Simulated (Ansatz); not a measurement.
# ClGeH3N radical: a ladder of functionals and wavefunction methods

An exercise on one series of results from a longer session: the logs are not shown, and one member is left open.

Method: functionals in def2-TZVPP, the program's frozen cores in correlated methods; program: Ansatz 0.2.0, Gaussian basis.

Plan: LDA (SPW92), PBE-D4, revPBE-D4, BLYP-D4, r2SCAN-D4, B97M-V, PBE0-D4, B3LYP-D4, r2SCANh-D4, r2SCAN0-D4, HSE06-D4, BHLYP-D4, CAM-B3LYP-D4, LC-ωPBE, ωB97X-V, ωB97M-V, B2PLYP, PBE-QIDH; CCSD(T)/def2-SVP; CCSD(T)/def2-TZVPP; MP2/def2-QZVPP; extrapolation to the limit; RPA on PBE.

## The geometry

An earlier PBE0-D4 in a triple-zeta def2 set relaxation fixed the geometry.

6 atoms, charge 0, spin multiplicity 2.

Atoms are counted from 1 here; the program's logs count them from 0.

Bond lengths: N1–Ge2 1.836 Å, N1–H4 1.012 Å, N1–H5 1.011 Å, Ge2–Cl3 2.169 Å, Ge2–H6 1.560 Å. Angles: Ge2–N1–H4 115.7°, Ge2–N1–H5 115.6°, H4–N1–H5 109.9°, N1–Ge2–Cl3 104.1°, N1–Ge2–H6 106.5°, Cl3–Ge2–H6 107.8°.

The first run:

File in.yaml:

```yaml
crystal:
  periodic: [false, false, false]
  atoms:
    - {symbol: N, position_ang: [-0.446273, 0.317863, -0.788305]}
    - {symbol: Ge, position_ang: [0.075353, -0.151031, 0.908097]}
    - {symbol: Cl, position_ang: [1.242972, -1.956892, 0.623266]}
    - {symbol: H, position_ang: [-0.984457, 1.171248, -0.861410]}
    - {symbol: H, position_ang: [-0.888735, -0.414288, -1.327178]}
    - {symbol: H, position_ang: [1.043239, 0.969101, 1.399331]}
basis:
  gaussian: {orbitals: def2-TZVPP}
magnetization: {spin_polarized: true, initial_magnetization: 1}
hamiltonian: {xc: lda}
output: {orbitals: {seedname: orbitals}}
```

Among the steps run: LDA; PBE-D4 (GGA); revPBE-D4 (GGA); BLYP-D4 (GGA); r2SCAN-D4 (meta-GGA); B97M-V (meta-GGA); PBE0-D4 (hybrid); B3LYP-D4 (hybrid); r2SCANh-D4 (hybrid); r2SCAN0-D4 (hybrid); HSE06-D4 (hybrid); BHLYP-D4 (hybrid); CAM-B3LYP-D4 (range-separated); LC-ωPBE-D4 (range-separated; the results give it without D4); ωB97X-V (range-separated); ωB97M-V (range-separated); B2PLYP (double hybrid); PBE-QIDH (double hybrid).

One table of the session follows, with a row left open; its other results are not shown here.

It belongs to the step «Frontier levels by functional». 

| functional | HOMO (eV) | LUMO (eV) | gap (eV) |
| --- | --- | --- | --- |
| LDA (SPW92) | -4.91 | -4.10 | 0.81 |
| PBE-D4 | -4.88 | -3.77 | 1.11 |
| revPBE-D4 | -4.85 | -3.65 | 1.20 |
| BLYP-D4 | -4.71 | -3.78 | 0.94 |
| r2SCAN-D4 | -5.27 | -3.47 | 1.80 |
| B97M-V | -5.14 | -3.81 | 1.34 |
| PBE0-D4 | -6.09 | -2.91 | 3.18 |
| B3LYP-D4 | -5.83 | -3.29 | 2.55 |
| r2SCANh-D4 | ? | ? | ? |
| r2SCAN0-D4 | -6.37 | -2.67 | 3.71 |
| HSE06-D4 | -5.69 | -3.28 | 2.42 |
| BHLYP-D4 | -7.14 | -2.11 | 5.04 |
| CAM-B3LYP-D4 | -7.35 | -2.01 | 5.33 |
| LC-ωPBE | -8.74 | -0.67 | 8.07 |
| ωB97X-V | -8.26 | -1.05 | 7.21 |
| ωB97M-V | -8.08 | -1.10 | 6.98 |

Q: Estimate the row for r2SCANh-D4 from the others.

Worked estimate for «HOMO (eV)». Against the share of exact exchange, r2SCAN-D4 (0, -5.27), r2SCAN0-D4 (0.25, -6.37) give a slope of -4.40 per unit share; at 0.1 the line stands at -5.71.

The run gave: HOMO (eV): -5.71; LUMO (eV): -3.15; gap (eV): 2.56. In «HOMO (eV)» the line misses by 0.00.
